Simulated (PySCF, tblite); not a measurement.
# C₄H₉BNO₂ radical: geometry, infrared bands and EPR parameters

Wanted: the infrared bands and EPR parameters of C₄H₉BNO₂ radical (`C/N=C/[C](C)B(O)O`), by calculation.

Computed with tblite 0.8.0 and PySCF 2.14.0, with density-fitted response routines of our own, on a single molecule in the gas phase. Atoms count from 0, in the outputs and in this text.

### 1 The starting structure

17 atoms, charge 0, multiplicity 2; geometry from: force field or distance geometry start.

Bonds of the start (Å): C0–N1 1.46, N1–C2 1.25, C2–C3 1.50, C3–C4 1.51, C3–B5 1.59, B5–O6 1.46, B5–O7 1.49, C0–H8 1.09, C0–H9 1.11, C0–H10 1.13, C2–H11 1.10, C4–H12 1.13, C4–H13 1.09, C4–H14 1.11, O6–H15 1.00, O7–H16 1.00.

### 2 Geometry optimisation with GFN2-xTB

What the job is given:

```
{"job": {"kind": "relax", "xc": "GFN2-xTB", "basis": "xTB"}, "charge": 0, "multiplicity": 2}
C      2.708800    -0.399300     0.357200
N      1.385200    -0.900100    -0.010300
C      0.561200    -0.062600    -0.424100
C     -0.840400    -0.381400    -0.852300
C     -1.468400    -1.527300    -0.100600
B     -1.655500     0.969800    -0.699800
O     -2.239300     1.187300     0.623000
O     -0.924900     2.154300    -1.227400
H      3.442400    -1.184400     0.515300
H      2.545200     0.290100     1.216900
H      2.982500     0.290300    -0.492100
H      0.856300     0.996000    -0.499800
H     -2.336400    -1.852500    -0.748200
H     -0.822300    -2.383300     0.100300
H     -1.898800    -1.187300     0.859600
H     -1.496200     1.175200     1.287600
H     -0.806200     2.827100    -0.498300
```

The run is started by

```
$ OMP_NUM_THREADS=1 python probes_run.py task.json out
```

The driver reads the jobs from task.json and runs them one after another.

The log of the run:

```text
step      E/eV     max force
  0    -690.05222    3.726
  1    -690.64219    2.634
  2    -690.94473    1.724
  3    -691.06832    0.970
  4    -691.17883    0.741
  5    -691.22914    0.732
  6    -691.36226    0.865
  7    -691.47510    1.053
  8    -691.64640    1.269
  9    -691.79818    0.856
 10    -691.92604    0.585
 11    -691.99063    1.068
 12    -692.03630    1.479
 13    -692.09118    0.672
 14    -692.14010    0.656
 15    -692.17887    0.593
 16    -692.20845    0.452
 17    -692.23353    0.419
 18    -692.25559    0.339
 19    -692.27155    0.405
 20    -692.28556    0.292
 21    -692.29311    0.239
 22    -692.30000    0.201
 23    -692.30680    0.312
 24    -692.31557    0.361
 25    -692.32586    0.290
 26    -692.33893    0.577
 27    -692.35460    0.488
 28    -692.37535    0.576
 29    -692.39606    0.453
 30    -692.41369    0.327
 31    -692.42926    0.274
 32    -692.44783    0.311
 33    -692.46085    0.250
 34    -692.47263    0.253
 35    -692.48638    0.275
 36    -692.50302    0.344
 37    -692.51946    0.347
 38    -692.53365    0.242
 39    -692.54251    0.262
 40    -692.54887    0.360
 41    -692.55413    0.449
 42    -692.56119    0.162
 43    -692.56472    0.125
 44    -692.56732    0.135
 45    -692.57012    0.116
 46    -692.57280    0.103
 47    -692.57577    0.114
 48    -692.57875    0.135
 49    -692.58129    0.135
 50    -692.58337    0.117
 51    -692.58545    0.115
 52    -692.58790    0.120
 53    -692.59064    0.127
 54    -692.59334    0.127
 55    -692.59589    0.143
 56    -692.59855    0.161
 57    -692.60147    0.140
 58    -692.60459    0.133
 59    -692.60748    0.121
 60    -692.61011    0.144
 61    -692.61319    0.162
 62    -692.61738    0.151
 63    -692.62185    0.154
 64    -692.62572    0.189
 65    -692.62805    0.124
 66    -692.63069    0.190
 67    -692.63323    0.178
 68    -692.63702    0.212
 69    -692.64149    0.177
 70    -692.64802    0.212
 71    -692.65515    0.228
 72    -692.65661    0.526
 73    -692.67261    0.326
 74    -692.68116    0.173
 75    -692.69060    0.163
 76    -692.69353    0.162
 77    -692.69511    0.120
 78    -692.69646    0.080
 79    -692.69706    0.084
 80    -692.69776    0.066
 81    -692.69847    0.069
 82    -692.69938    0.079
 83    -692.70049    0.127
 84    -692.70148    0.114
 85    -692.70238    0.083
 86    -692.70318    0.068
 87    -692.70417    0.064
 88    -692.70484    0.061
 89    -692.70548    0.057
 90    -692.70601    0.052
 91    -692.70652    0.059
 92    -692.70691    0.046
 93    -692.70725    0.057
 94    -692.70760    0.065
 95    -692.70804    0.062
 96    -692.70861    0.064
 97    -692.70912    0.058
 98    -692.70942    0.043
 99    -692.70965    0.049
100    -692.70990    0.057
101    -692.71019    0.058
102    -692.71044    0.036
103    -692.71059    0.033
104    -692.71069    0.025
105    -692.71081    0.029
106    -692.71097    0.040
107    -692.71116    0.036
108    -692.71130    0.027
109    -692.71139    0.027
110    -692.71148    0.031
111    -692.71160    0.029
112    -692.71178    0.035
113    -692.71198    0.028
114    -692.71218    0.033
115    -692.71238    0.033
116    -692.71259    0.038
117    -692.71282    0.035
118    -692.71301    0.028
119    -692.71314    0.026
120    -692.71323    0.029
121    -692.71331    0.023
122    -692.71338    0.023
123    -692.71344    0.018
124    -692.71349    0.015
125    -692.71353    0.014
126    -692.71355    0.012
127    -692.71357    0.013
128    -692.71359    0.012
129    -692.71363    0.015
130    -692.71366    0.017
131    -692.71371    0.017
132    -692.71377    0.019
133    -692.71383    0.019
134    -692.71389    0.018
135    -692.71394    0.020
136    -692.71400    0.022
137    -692.71407    0.019
138    -692.71414    0.019
139    -692.71421    0.024
140    -692.71425    0.021
141    -692.71428    0.013
142    -692.71430    0.010
143    -692.71432    0.006
```

Run time: 0.71 s. Hardware: 1 thread of Arm Neoverse V2, shared host.

Step by step: (not every step is listed)

```csv
step,energy from step 0 (eV),largest force (eV/Å)
0,0.0000,3.7258
1,-0.5900,2.6336
2,-0.8925,1.7243
3,-1.0161,0.9698
4,-1.1266,0.7409
5,-1.1769,0.7316
6,-1.3100,0.8649
7,-1.4229,1.0529
8,-1.5942,1.2694
21,-2.2409,0.2390
34,-2.4204,0.2527
47,-2.5236,0.1140
60,-2.5579,0.1438
73,-2.6204,0.3259
86,-2.6510,0.0680
99,-2.6574,0.0485
112,-2.6596,0.0347
125,-2.6613,0.0139
138,-2.6619,0.0194
139,-2.6620,0.0235
140,-2.6620,0.0209
141,-2.6621,0.0135
142,-2.6621,0.0105
143,-2.6621,0.0065
```

Distances of close pairs at the start and the end, largest changes first:

```csv
bond,before (Å),after (Å),change (Å)
B5–O7,1.488,1.355,-0.133
C2–C3,1.500,1.400,-0.099
B5–O6,1.462,1.368,-0.094
N1–C2,1.246,1.294,+0.049
C0–N1,1.462,1.417,-0.045
O6–H15,0.997,0.955,-0.042
O7–H16,0.999,0.958,-0.041
C4–H12,1.131,1.092,-0.039
```

The final coordinates are the input of the step that follows.

### 3 Harmonic vibrations with GFN2-xTB

What the job is given:

```
{"job": {"kind": "ir", "xc": "GFN2-xTB", "basis": "xTB"}, "charge": 0, "multiplicity": 2}
C      2.933429    -0.732838     0.048207
N      1.529703    -0.884785     0.173361
C      0.756216     0.112174    -0.114902
C     -0.638614     0.037278    -0.014420
C     -1.257925    -1.245054     0.435925
B     -1.525364     1.276422    -0.366320
O     -2.890792     1.259644    -0.289499
O     -0.931119     2.426617    -0.765967
H      3.305046    -1.497011    -0.639941
H      3.391348    -0.933046     1.020960
H      3.245807     0.260792    -0.304902
H      1.168640     1.070427    -0.453226
H     -1.911849    -1.646436    -0.341136
H     -0.480695    -1.969726     0.658211
H     -1.868374    -1.082747     1.326356
H     -3.277296     0.432328    -0.008453
H     -1.555160     3.127991    -0.957480
```

The log of the run:

```text
mode    cm-1     km/mol
  1      52.7      3.13
  2      98.5      4.18
  3     113.0      1.22
  4     116.8      3.49
  5     156.2      0.04
  6     198.4     18.46
  7     229.8      0.82
  8     324.5      8.40
  9     349.0      2.91
 10     354.7      2.67
 11     442.5     18.55
 12     530.3     14.23
 13     532.4     59.44
 14     563.9      6.89
 15     620.1    314.33
 16     771.1      5.87
 17     917.2      0.02
 18     943.2    123.78
 19     954.2    178.88
 20     978.8      2.05
 21     989.9     18.58
 22    1042.9     61.71
 23    1056.6      0.48
 24    1114.9     92.07
 25    1166.9     67.69
 26    1250.0    380.60
 27    1287.1    287.89
 28    1325.1    150.27
 29    1367.5     11.15
 30    1379.7      1.13
 31    1397.8     20.94
 32    1445.4      5.96
 33    1457.7     29.45
 34    1459.2     10.98
 35    1469.2      4.59
 36    1506.1     22.57
 37    2868.8     46.74
 38    2879.4    131.72
 39    2939.9     20.18
 40    2960.0     26.68
 41    2966.1     29.30
 42    2979.1     21.39
 43    3063.4      5.75
 44    3614.5     23.67
 45    3653.4     16.76
```

Wall time 0.41 s (1 thread of Arm Neoverse V2, shared host).

Which atoms move in the most intense modes:

```csv
cm⁻¹,km/mol,atoms
620,314.3,"H16 57 %, B5 22 %, O7 11 %"
943,123.8,"O7 25 %, H15 24 %, H16 23 %, O6 10 %"
954,178.9,"H15 41 %, H16 37 %, O6 13 %"
1115,92.1,"C3 20 %, H13 12 %, H10 11 %, C4 10 %"
1250,380.6,"B5 61 %, O6 10 %"
1287,287.9,"B5 38 %, H11 26 %, C3 15 %"
1325,150.3,"C3 40 %, H11 27 %, B5 15 %"
2879,131.7,H11 87 %
```

### 4 EPR parameters: B3LYP/pcH-1

Same as in step 3 but for these lines:

```diff
@@ -1,2 +1,2 @@
-{"job": {"kind": "ir", "xc": "GFN2-xTB", "basis": "xTB"}, "charge": 0, "multiplicity": 2}
+{"job": {"kind": "epr", "basis": "pcH-1"}, "charge": 0, "multiplicity": 2}
 C      2.933429    -0.732838     0.048207
```

Method: UKS B3LYP, pcH-1 on B C H N O, non-relativistic, mean-field spin-orbit, GIAO.

The log of the run:

```text
UKS, coarse grid
  cycle   1  E = -387.81649063  |g| = 7.04e-01
  cycle   2  E = -387.61399483  |g| = 1.05e+00
  cycle   3  E = -387.99383902  |g| = 9.70e-02
  cycle   4  E = -387.99695599  |g| = 5.71e-02
  cycle   5  E = -387.99839570  |g| = 2.38e-02
  cycle   6  E = -387.99867268  |g| = 6.19e-03
  cycle   7  E = -387.99870879  |g| = 2.91e-03
  cycle   8  E = -387.99871923  |g| = 1.57e-03
  cycle   9  E = -387.99872077  |g| = 6.37e-04
UKS, final grid
  cycle   1  E = -387.99876786  |g| = 9.67e-04
  cycle   2  E = -387.99876721  |g| = 1.69e-03
  cycle   3  E = -387.99876825  |g| = 1.18e-04
  cycle   4  E = -387.99876826  |g| = 6.73e-05
  cycle   5  E = -387.99876827  |g| = 5.06e-05
  cycle   6  E = -387.99876827  |g| = 1.02e-05
E = -387.99876827 Eh   <S^2> = 0.7718 (exact 0.7500)
g shifts (ppm)      1          2          3
  rmc          -178       -178       -178
  gc             -9         37         33
  oz_so           4       1156       3028
  total        -183       1014       2882
hyperfine (MHz)  atom isotope    a_iso     a_fc   dipolar eigenvalues
    0   13C     -18.75     -18.75     -2.22      0.53      1.69
    1   14N      17.93      17.93    -21.23    -20.75     41.99
    2   13C     -43.87     -43.87    -26.73      9.81     16.92
    3   13C      49.32      49.32    -52.50    -51.48    103.98
    4   13C     -20.82     -20.82     -1.73      0.45      1.28
    5   11B     -21.64     -21.64     -4.19      1.08      3.11
    6   17O      -1.76      -1.76     -6.48      3.00      3.47
    7   17O      -1.55      -1.55     -9.61      4.27      5.34
    8    1H      67.09      67.09     -3.48     -2.21      5.69
    9    1H      68.05      68.05     -3.49     -2.19      5.68
   10    1H       0.06       0.06     -2.49     -2.34      4.83
   11    1H       8.51       8.51     -5.21     -1.15      6.36
   12    1H      71.72      71.72     -3.91     -2.37      6.27
   13    1H       1.68       1.68     -3.87     -0.78      4.65
   14    1H      66.81      66.81     -3.91     -2.35      6.26
   15    1H      -1.70      -1.70     -2.58     -0.72      3.30
   16    1H      -3.36      -3.36     -3.17     -1.98      5.15
```

Wall time 78 s (1 thread of Arm Neoverse V2, shared host); peak memory 1.1 GiB.

Principal g values 2.00214, 2.00333, 2.00520; g(iso) = 2.00356, against 2.00232 for a free electron.

Mean a(iso) over the nuclei that a row names, and the largest dipolar term of the row (other rows stand at the frozen geometry):

```csv
nuclei,isotope,a(iso) (MHz),"a(iso) (G, at g = 2.0023)",largest dipolar term (MHz)
C3,13C,49.3,17.6,104.0
"H12, H13, H14",1H,46.7,16.7,6.3
"H8, H9, H10",1H,45.1,16.1,5.7
C2,13C,-43.9,-15.7,-26.7
B5,11B,-21.6,-7.7,-4.2
C4,13C,-20.8,-7.4,-1.7
C0,13C,-18.7,-6.7,-2.2
N1,14N,17.9,6.4,42.0
H11,1H,8.5,3.0,6.4
"H15, H16",1H,-2.5,-0.9,5.2
"O6, O7",17O,-1.7,-0.6,-9.6
```

Mulliken spin populations:

C0 -0.03; N1 0.45; C2 -0.22; C3 0.70; C4 -0.05; B5 0.01; O6 0.02; O7 0.03; H8 0.03; H9 0.03; H10 0.00; H11 0.01; H12 0.03; H13 0.00; H14 0.02; H15 0.00; H16 0.00

In first order the couplings over 0.8 MHz of 1H, 11B, 14N give 1152 distinct lines over 139.1 G, if the averaged nuclei exchange fast; the same motion can average rows kept apart here too.

Orbitals, density, ELF and potential are computed afterwards from the orbital file.

ELF in a plane through or near 13 of the atoms.

Ten even steps from '0' (0.00) to '9' (1.00):
```
0000000000000000000000000000
0000000000000000000000000000
0000000000000000000000000000
0000000000000000101451000000
0000000000000004657987000000
0000037730077007958983000000
0000289991199604727510000000
0000179992199800355225640000
0000048981188623554678861000
0000241747649674932834851000
0000266386584835441588610000
0000123148860179810399720000
0000000049940362430047710000
0000000026407993262000000000
0000000000039995431000000000
0000000000028962100000000000
0000000000000100000000000000
0000000000000000000000000000
0000000000000000000000000000
0000000000000000000000000000
```
The map spans 12.3 Å across and 10.5 Å up, centred on the molecule. Atoms in the plane (x, y in Å): C0 (-3.0, 0.2), N1 (-1.7, -0.4), C2 (-0.7, 0.4), C3 (0.6, -0.2), C4 (0.8, -1.7), B5 (1.9, 0.8), O6 (3.1, 0.3), O7 (1.7, 2.1), H10 (-3.0, 1.3), H11 (-0.8, 1.4), H13 (-0.2, -2.1), H15 (3.2, -0.6), H16 (2.5, 2.6).

log10 of the density (e/Å³) in the same plane.

Ten even steps from ' ' (-4.0) to '@' (2.0):
```
                                                        
                                                        
                              ..::::::::....            
                          ....::----==----::..          
          ....::::....::::::--==++++++++==--::          
        ::::----------====--==++**######++==::..        
      ..--==++++++====++++++==++**%%##**++==--::..      
    ..::--++**##**++++**##**++++******++++++++==::      
    ..::==++**##**++++**##**++++**%%##**##****==--..    
    ::--==**##@@******##@@##**********##@@%%**++--..    
    ::--==********##%%##****##@@**++++**####**==::..    
    ..::====++++**####**++++**##**++==++****++--..      
    ..::----====++++**++++++**##**++==========::..      
      ....::::----======++**##%%##**++----::::..        
            ....::::--==++********++==--::..            
                  ....--============--::..              
                      ..::::----::::::..                
                        ..............                  
                                                        
                                                        
```
The map spans 12.3 Å across and 10.5 Å up, centred on the molecule. Atoms in the plane (x, y in Å): C0 (-3.0, 0.2), N1 (-1.7, -0.4), C2 (-0.7, 0.4), C3 (0.6, -0.2), C4 (0.8, -1.7), B5 (1.9, 0.8), O6 (3.1, 0.3), O7 (1.7, 2.1), H10 (-3.0, 1.3), H11 (-0.8, 1.4), H13 (-0.2, -2.1), H15 (3.2, -0.6), H16 (2.5, 2.6).

On the surface of density 0.002 e/bohr³ the electrostatic potential runs, from the 1st to the 99th percentile, from -1.33 V near N1 to 2.30 V near H15.

The spin density lies nearest to C3 40 %; N1 30 %; C2 9 % (beta excess).

### 5 Summary of results

| quantity | value |
| --- | --- |
| strongest single infrared mode (GFN2-xTB) | 1250 cm⁻¹, 381 km/mol |
| zero-point energy (GFN2-xTB) | 82.8 kcal/mol |
| g(iso) (B3LYP) | 2.00356 |
| ⟨S²⟩ | 0.772 (exact 0.75) |
| largest a(iso) (averaged by class) | 13C on C3, 49.3 MHz |
| potential on the surface of density 0.002 e/bohr³, 1st and 99th percentile | -1.33 V and 2.30 V |

In words: Over 143 steps the energy fell by 2.662 eV; of the close pairs, B5–O7 changed most, 1.488 to 1.355 Å. All 45 modes are real, so the xTB geometry is a minimum. The strongest single mode, at 1250 cm⁻¹, moves mainly B5. Unscaled tight-binding wavenumbers are off by several per cent, some by more. Its intensities can rank the bands wrongly. C3 carries the largest spin population, 0.70 e. The isotropic g lies 1.2 ppt above the free-electron value.
